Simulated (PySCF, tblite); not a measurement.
# C₂H₇ClOSi₃: geometry, infrared bands and NMR shifts

Aim: predict the infrared bands and NMR shifts of C₂H₇ClOSi₃ (`C#C[Si@H]([SiH3])O[SiH2]Cl`).

The runs use tblite 0.8.0 and PySCF 2.14.0, with density-fitted response routines of our own; the level of theory stands in each step. All values are computed, except where a source is named. Atoms are numbered from 0 throughout.

### Step 1. The starting structure

14 atoms, charge 0, multiplicity 1; geometry from: force field or distance geometry start.

Bonds of the start (Å): C0–C1 1.22, C1–Si2 1.86, Si2–Si3 2.34, Si2–O4 1.66, O4–Si5 1.66, Si5–Cl6 2.04, C0–H7 1.06, Si2–H8 1.49, Si3–H9 1.49, Si3–H10 1.50, Si3–H11 1.48, Si5–H12 1.48, Si5–H13 1.48.

### Step 2. Optimising the geometry with GFN2-xTB

What the job is given:

```
{"job": {"kind": "relax", "xc": "GFN2-xTB", "basis": "xTB"}, "charge": 0, "multiplicity": 1}
C      3.463100    -0.468000     0.487000
C      2.326600    -0.254200     0.105700
Si     0.584900     0.046700    -0.465300
Si    -0.214400     2.020300     0.500900
O     -0.418400    -1.241000    -0.139900
Si    -1.969300    -1.731400    -0.450700
Cl    -3.129100    -0.882900     0.999100
H      4.456900    -0.647500     0.822900
H      0.601200     0.234600    -1.942100
H     -1.584700     2.309400     0.003400
H     -0.277000     1.886000     1.989900
H      0.661300     3.161100     0.165300
H     -2.082400    -3.203000    -0.330100
H     -2.419400    -1.230500    -1.768300
```

Started as:

```
$ OMP_NUM_THREADS=1 python probes_run.py task.json out
```

One launch serves the whole session: the jobs run in the order shown.

**Question.** This job is followed by: GFN2-xTB harmonic vibrations, gas phase; GIAO PBE0/pcSseg-1 NMR shielding, non-relativistic, gas phase. Predict these results of the whole session: strongest single infrared mode (GFN2-xTB); zero-point energy (GFN2-xTB); 13C shifts against TMS (PBE0/pcSseg-1); 1H shifts against TMS (PBE0/pcSseg-1, means over atoms taken as alike); 29Si shifts against TMS (PBE0/pcSseg-1); 17O shifts against H2O (PBE0/pcSseg-1); 35Cl shifts against HCl (PBE0/pcSseg-1); surface potential, 1st and 99th percentile.

**Answer**, as computed:

| quantity | value |
| --- | --- |
| strongest single infrared mode (GFN2-xTB) | 1073 cm⁻¹, 675 km/mol |
| zero-point energy (GFN2-xTB) | 46.0 kcal/mol |
| 13C shifts against TMS (PBE0/pcSseg-1) | 105.6, 90.1 ppm |
| 1H shifts against TMS (PBE0/pcSseg-1, means over atoms taken as alike) | 5.69, 5.51, 5.38, 3.59, 2.26 ppm |
| 29Si shifts against TMS (PBE0/pcSseg-1) | -27.3, -34.9, -114.4 ppm |
| 17O shifts against H2O (PBE0/pcSseg-1) | 63.6 ppm |
| 35Cl shifts against HCl (PBE0/pcSseg-1) | 41 ppm |
| surface potential, 1st and 99th percentile | -0.64 V and 1.57 V |

In words: The optimisation took 71 steps and gained 0.291 eV; among the close pairs (by a distance rule), O4–Si5 changed most, from 1.656 to 1.604 Å. No mode is imaginary among the 36: a minimum at this level. The strongest single mode, at 1073 cm⁻¹, moves mainly O4. GFN2-xTB is a fitted tight-binding method: band positions and strengths are rough. Its intensities can rank the bands wrongly. At PBE0/pcSseg-1: The widest tensor belongs to C1: span 294 ppm, with a paramagnetic part of -165 ppm. By nearest atom (PBE0/pcSseg-1), the HOMO sits on C0, C1 about 23 % each; Si3 13 % and the LUMO on Si2 23 %; C0, C1 about 15 % each.
